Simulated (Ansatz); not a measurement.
**NaI: basis-set convergence**

One table from this session's results is given with a row withheld; the runs are named, their logs left out.

The runs use Ansatz 0.2.0, Gaussian basis; one geometry, several basis sets.

The runs, in order: PBE0-D4/def2-SVP; ωB97M-V/def2-SVP; PBE0-D4/def2-QZVPP; ωB97M-V/def2-QZVPP; the functionals' def2-TZVPP values are taken from earlier runs.

**The geometry**

An earlier PBE0-D4 in a triple-zeta def2 set relaxation fixed the geometry. I takes the def2 core potential; no spin-orbit term is included.

SMILES `[Na][I]`, 2 atoms, charge 0, spin multiplicity 1.

Atoms are counted from 1 here; the program's logs count them from 0.

Bond lengths: Na1–I2 2.714 Å.

Set-up of the first run:

File in.yaml:

```yaml
crystal:
  periodic: [false, false, false]
  atoms:
    - {symbol: Na, position_ang: [-0.000000, 0.000000, 0.044529]}
    - {symbol: I, position_ang: [0.000000, -0.000000, 2.758591]}
basis:
  gaussian: {orbitals: def2-SVP}
hamiltonian: {xc: pbe0, dispersion: d4}
output: {orbitals: {seedname: orbitals}}
```

The run is started by

```console
> ansatz run in.yaml --threads 2 --pin off --events-out ev --progress --plain --max-ram 32768MiB --backend cpu
```

Steps of the session up to this table: PBE0-D4 in def2-SVP; ωB97M-V in def2-SVP; PBE0-D4 in def2-QZVPP; ωB97M-V in def2-QZVPP.

One table of the session follows, with a row left open; its other results are not shown here.

It belongs to the step «Functionals by basis». 

| functional | basis | HOMO (eV) | LUMO (eV) |
| --- | --- | --- | --- |
| PBE0-D4 | def2-SVP | -5.79 | -1.79 |
| PBE0-D4 | def2-TZVPP | -5.93 | -1.83 |
| PBE0-D4 | def2-QZVPP | ? | ? |
| ωB97M-V | def2-SVP | -7.85 | -1.05 |
| ωB97M-V | def2-TZVPP | -8.01 | -1.14 |
| ωB97M-V | def2-QZVPP | -8.02 | -1.16 |

Q: Estimate the row for PBE0-D4, def2-QZVPP from the others.

**Answer.** HOMO (eV): -5.94; LUMO (eV): -1.81. In the column «HOMO (eV)» it lies between ωB97M-V, def2-SVP (-7.85) and PBE0-D4, def2-TZVPP (-5.93).
